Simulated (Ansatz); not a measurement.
# C₃H₄OSi: basis-set convergence

The task here is to estimate one member of a computed series from the others.

Computed with Ansatz 0.2.0, Gaussian basis. Level: one geometry, several basis sets.

The runs, in order: PBE0-D4/def2-SVP; ωB97M-V/def2-SVP; PBE0-D4/def2-QZVPP; ωB97M-V/def2-QZVPP; the functionals' def2-TZVPP values are taken from earlier runs.

## Structure used throughout

The geometry comes from an earlier relaxation with PBE0-D4 in a triple-zeta def2 set; it is a stationary point, not always the lowest conformer.

9 atoms, charge 0, spin multiplicity 1.

Atoms are counted from 1 here; the program's logs count them from 0.

Bond lengths: C1–C2 1.203 Å, C1–H6 1.066 Å, C2–C3 1.448 Å, C3–O4 1.211 Å, C3–Si5 1.932 Å, Si5–H7 1.481 Å, Si5–H8 1.485 Å, Si5–H9 1.485 Å. Angles: C2–C1–H6 178.3°, C1–C2–C3 173.8°, C2–C3–O4 122.5°, C2–C3–Si5 115.7°, O4–C3–Si5 121.8°, C3–Si5–H7 108.1°, C3–Si5–H8 108.4°, C3–Si5–H9 108.4°, H7–Si5–H8 111.4°, H7–Si5–H9 111.3°, H8–Si5–H9 109.2°.

The first run:

The input, in.yaml:

```yaml
crystal:
  periodic: [false, false, false]
  atoms:
    - {symbol: C, position_ang: [0.495753, 2.299527, -0.426391]}
    - {symbol: C, position_ang: [0.668149, 1.109227, -0.466835]}
    - {symbol: C, position_ang: [0.743645, -0.336136, -0.433694]}
    - {symbol: O, position_ang: [1.647226, -0.952790, -0.953337]}
    - {symbol: Si, position_ang: [-0.695303, -1.227512, 0.497091]}
    - {symbol: H, position_ang: [0.369457, 3.357393, -0.406783]}
    - {symbol: H, position_ang: [-0.457738, -2.686837, 0.419595]}
    - {symbol: H, position_ang: [-1.977473, -0.853177, -0.152032]}
    - {symbol: H, position_ang: [-0.705214, -0.755797, 1.905188]}
basis:
  gaussian: {orbitals: def2-SVP}
hamiltonian: {xc: pbe0, dispersion: d4}
output: {orbitals: {seedname: orbitals}}
```

Command:

```console
$ ansatz run in.yaml --threads 2 --pin off --events-out ev --progress --plain --max-ram 4352MiB
```

Steps of the session up to this table: PBE0-D4 in def2-SVP; ωB97M-V in def2-SVP; PBE0-D4 in def2-QZVPP; ωB97M-V in def2-QZVPP.

One table of the session follows, with a row left open; its other results are not shown here.

It belongs to the step «Density functionals: the series». 

| functional | basis | HOMO (eV) | LUMO (eV) |
| --- | --- | --- | --- |
| PBE0-D4 | def2-SVP | ? | ? |
| PBE0-D4 | def2-TZVPP | -7.50 | -2.33 |
| PBE0-D4 | def2-QZVPP | -7.53 | -2.37 |
| ωB97M-V | def2-SVP | -9.69 | 0.14 |
| ωB97M-V | def2-TZVPP | -9.85 | -0.11 |
| ωB97M-V | def2-QZVPP | -9.88 | -0.16 |

**Question.** Estimate the row for PBE0-D4, def2-SVP.

The run gave: HOMO (eV): -7.36; LUMO (eV): -2.15. In the column «HOMO (eV)» it is the highest.
